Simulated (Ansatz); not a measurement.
# GePH₃ (triplet): wave-function methods side by side, cc-pVDZ

The task here is to estimate one member of a computed series from the others.

The runs use Ansatz 0.2.0, Gaussian basis; cc-pVDZ, core rule «outside noble gas», up to 19 orbitals frozen.

The runs, in order: UHF; CCSD(T) on ROHF; CCSD(T) on UHF; BCCD(T) on ROHF; CISD; CCSDT(Q) on ROHF; CCSDT(Q) on UHF; CASSCF and MRCISD+Q, 12 electrons in 11 orbitals; CASSCF and NEVPT2, 12 electrons in 11 orbitals.

2 further runs of the same task are left out: 2 set aside as unsound or not needed.

### The geometry

The geometry is a PBE0/def2-TZVP stationary point (not a proven minimum) of the parent state, kept for this charge and spin. No spin-orbit coupling is included. The filled d shell of Ge may be among the frozen orbitals whatever the setting's name suggests; the logs give the count.

5 atoms, charge 0, spin multiplicity 3.

Atoms are counted from 1 here; the program's logs count them from 0.

Bond lengths: Ge1–P2 2.302 Å, Ge1–H3 1.594 Å, P2–H4 1.413 Å, P2–H5 1.413 Å. Angles: P2–Ge1–H3 89.1°, Ge1–P2–H4 105.5°, Ge1–P2–H5 103.2°, H4–P2–H5 98.9°.

Set-up of the first run:

Contents of in.yaml:

```yaml
crystal:
  periodic: [false, false, false]
  atoms:
    - {symbol: Ge, position_ang: [-0.022273, -0.031961, 0.718401]}
    - {symbol: P, position_ang: [0.098532, 0.026889, -1.580154]}
    - {symbol: H, position_ang: [0.031756, 1.560624, 0.737249]}
    - {symbol: H, position_ang: [-0.813254, 1.028626, -1.981686]}
    - {symbol: H, position_ang: [-0.641236, -1.112189, -1.971370]}
basis:
  gaussian: {orbitals: cc-pVDZ}
magnetization: {spin_polarized: true, initial_magnetization: 2}
hamiltonian: {xc: hf}
output: {orbitals: {seedname: orbitals}}
```

Launch:

```sh
$ ansatz run in.yaml --threads 1 --pin off --events-out ev --progress --plain --max-ram 4096MiB --backend cpu
```

Steps of the session up to this table: UHF; CCSD(T) on ROHF; CCSD(T) on UHF; BCCD(T) on ROHF; CISD; CCSDT(Q) on ROHF; CCSDT(Q) on UHF; CASSCF and MRCISD+Q, 12 electrons in 11 orbitals; CASSCF and NEVPT2, 12 electrons in 11 orbitals.

One table of the session follows, with a row left open; its other results are not shown here.

```
          method  from UCCSDT(Q) (meV)
            ROHF               +6503.9
             UHF               +6401.5
            RMP2               +1336.2
            UMP2               +1313.8
            CISD                +803.2
           RCCSD                +253.3
           UCCSD                +239.1
        RCCSD(T)                 +57.4
        UCCSD(T)                 +47.4
         BCCD(T)                 +54.8
          RCCSDT                     ?
          UCCSDT                 +11.6
       RCCSDT(Q)                  +9.2
       UCCSDT(Q)                     0
  CASSCF valence               +4592.1
  NEVPT2 valence               +1147.4
  MRCISD valence                +403.9
MRCISD+Q valence                 +52.2
```

**Question.** Estimate the row for RCCSDT.

As computed: from UCCSDT(Q) (meV): +20.7. In the column «from UCCSDT(Q) (meV)» it lies between UCCSDT (+11.6) and UCCSD(T) (+47.4).

Some runs used a GPU and others CPU threads alone; cost is compared among the CPU runs only.

Among the levels timed on like hardware, those that no quicker one beats, quickest first: CISD (2.9 s, +803.2 meV); RCCSD(T) (3.9 s, +57.4 meV); BCCD(T) (4.1 s, +54.8 meV); UCCSD(T) (5.5 s, +47.4 meV).

Limits of these values: Of the multireference levels listed MRCISD+Q valence comes nearest in total energy (+52.2 meV), which doesn't show that its space is the better one. Restricted and unrestricted rows rest on different reference determinants; where their highest levels disagree by more than a few hundredths of an eV, they describe different states and don't form one ladder.
